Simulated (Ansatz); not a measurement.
**B3LYP/STO-3G run of BH2Cl (SMILES BCl)**

What is the electronic atomisation energy of BH2Cl at B3LYP/STO-3G? 

The calculation is run with Ansatz 0.2.0.

56 further runs of the same task are left out: 2 that didn't finish, 54 set aside as unsound or not needed.

### 1 Starting point

BH2Cl has 4 atoms, charge 0, and is taken as a singlet. As SMILES, `BCl`. The shape is that of a PBE0-D4/def2-TZVP optimisation.

Bond lengths: B1–Cl2 1.733 Å, B1–H3 1.190 Å, B1–H4 1.190 Å. Angles: Cl2–B1–H3 118.1°, Cl2–B1–H4 118.1°, H3–B1–H4 123.7°.

### 2 A single-point energy at B3LYP/STO-3G

Contents of run.yaml:

```yaml
crystal:
  periodic: [false, false, false]
  atoms:
    - symbol: B
      position_ang: [-0.116700, 0.021700, -0.075300]
    - symbol: Cl
      position_ang: [1.365000, -0.395300, 0.721200]
    - symbol: H
      position_ang: [-1.106200, -0.559500, 0.240400]
    - symbol: H
      position_ang: [-0.086600, 0.872800, -0.906600]
basis:
  gaussian: {orbitals: STO-3G}
hamiltonian: {xc: {name: B3LYP}}
accuracy: high
```

Command:

```console
$ ansatz run run.yaml --threads 1 --pin off --max-ram 2610MiB --events-out events.jsonl --progress --plain --runs-dir runs
```

What it wrote:

```text
Warning: RAYON_NUM_THREADS=1 ignored (pool sized by the plan → 1); use --threads N
Functional definition: B3LYP
  name "B3LYP"
  parameter a0 = 0.2
  parameter ax = 0.72
  parameter ac = 0.81
  exchange = (1 - a0 - ax)*slater_x + ax*b88_x + a0*exact_x
  correlation = (1 - ac)*vwn_rpa_c + ac*lyp_c
263 factors; integrals over basis functions are off by at most 1.2e-8 eV
mean field evaluation 1: about -13086.2014 eV, gradient 1.4e1 eV
mean field evaluation 2: about -13085.9980 eV, gradient 1.7e1 eV
mean field evaluation 4: about -13087.0246 eV, gradient 8.8e-2 eV
mean field evaluation 8: about -13086.9957 eV, gradient 4.2e-5 eV
mean field -13086.99573228 eV, -480.9382224768 hartree, gradient 1.8e-8 eV, S^2 0.000000; 0 other end points of the search recorded, 0 dependent functions left out
reference -13086.99575601 eV, -480.9382233490 hartree; 12, 12 occupied and 4, 4 virtual orbitals, 263 factors
Total energy: -13086.99575601 eV, -480.9382233490 hartree
```

It took 0.77 s on 1 thread of Arm Neoverse V1, shared host.

### 3 The B atom

Contents of molecule.yaml:

```yaml
crystal:
  periodic: [false, false, false]
  atoms:
    - {symbol: B, position_ang: [0.000000, 0.000000, 0.000000]}
basis:
  gaussian: {orbitals: STO-3G}
hamiltonian: {xc: {name: B3LYP}}
magnetization: {spin_polarized: true, initial_magnetization: 1}
accuracy: high
```

Command:

```console
$ ansatz run molecule.yaml --threads 1 --pin off --max-ram 2610MiB --events-out events.jsonl --progress --plain --runs-dir runs
```

What it wrote:

```text
Warning: RAYON_NUM_THREADS=1 ignored (pool sized by the plan → 1); use --threads N
[... 7 set-up lines as earlier in the session ...]
15 factors; integrals over basis functions are off by at most 8.9e-10 eV
mean field evaluation 1: about -660.7343 eV, gradient 3.1e-7 eV
mean field evaluation 2: about -660.7343 eV, gradient 1.8e-6 eV
mean field evaluation 4: about -660.7343 eV, gradient 1.9e-7 eV
mean field evaluation 8: about -660.7343 eV, gradient 0.0e0 eV
mean field -660.73430840 eV, -24.2815379718 hartree, gradient 0.0e0 eV, S^2 0.750000; 0 other end points of the search recorded, 0 dependent functions left out
reference -660.73432618 eV, -24.2815386251 hartree; 3, 2 occupied and 2, 3 virtual orbitals, 15 factors
Total energy: -660.73432618 eV, -24.2815386251 hartree
```

Wall time 0.22 s (1 thread of Arm Neoverse V1, shared host).

### 4 The Cl atom

Contents of input.yaml:

```yaml
crystal:
  periodic: [false, false, false]
  atoms:
    - {symbol: Cl, position_ang: [0.000000, 0.000000, 0.000000]}
basis:
  gaussian:
    orbitals: STO-3G
magnetization:
  spin_polarized: true
  initial_magnetization: 1
hamiltonian:
  xc: {name: B3LYP}
accuracy: high
```

Run the same way, it converges to -455.11819 Eh (log not shown).

### 5 The H atom, same level

Contents of run.yaml:

```yaml
crystal:
  periodic: [false, false, false]
  atoms:
    - symbol: H
      position_ang: [0.000000, 0.000000, 0.000000]
basis:
  gaussian:
    orbitals: STO-3G
magnetization:
  spin_polarized: true
  initial_magnetization: 1
accuracy: high
hamiltonian:
  xc: {name: B3LYP}
```

Run the same way, it converges to -0.46753 Eh (log not shown).

### 6 Results

At B3LYP/STO-3G:

| quantity | value |
| --- | --- |
| molecule: total energy | -480.93822 Eh |
| B atom: total energy | -24.28154 Eh |
| B atom: ⟨S²⟩ | 0.750 |
| Cl atom: total energy | -455.11819 Eh |
| Cl atom: ⟨S²⟩ | 0.750 |
| H atom: total energy | -0.46753 Eh |
| H atom: ⟨S²⟩ | 0.750 |
| electronic atomisation energy | 16.420 eV |

What this shows: Taking the molecule apart into free atoms costs 16.42 eV (1584 kJ/mol), before zero-point energy and without spin-orbit coupling. In a minimal basis such a difference can be off by several eV, whatever the method.
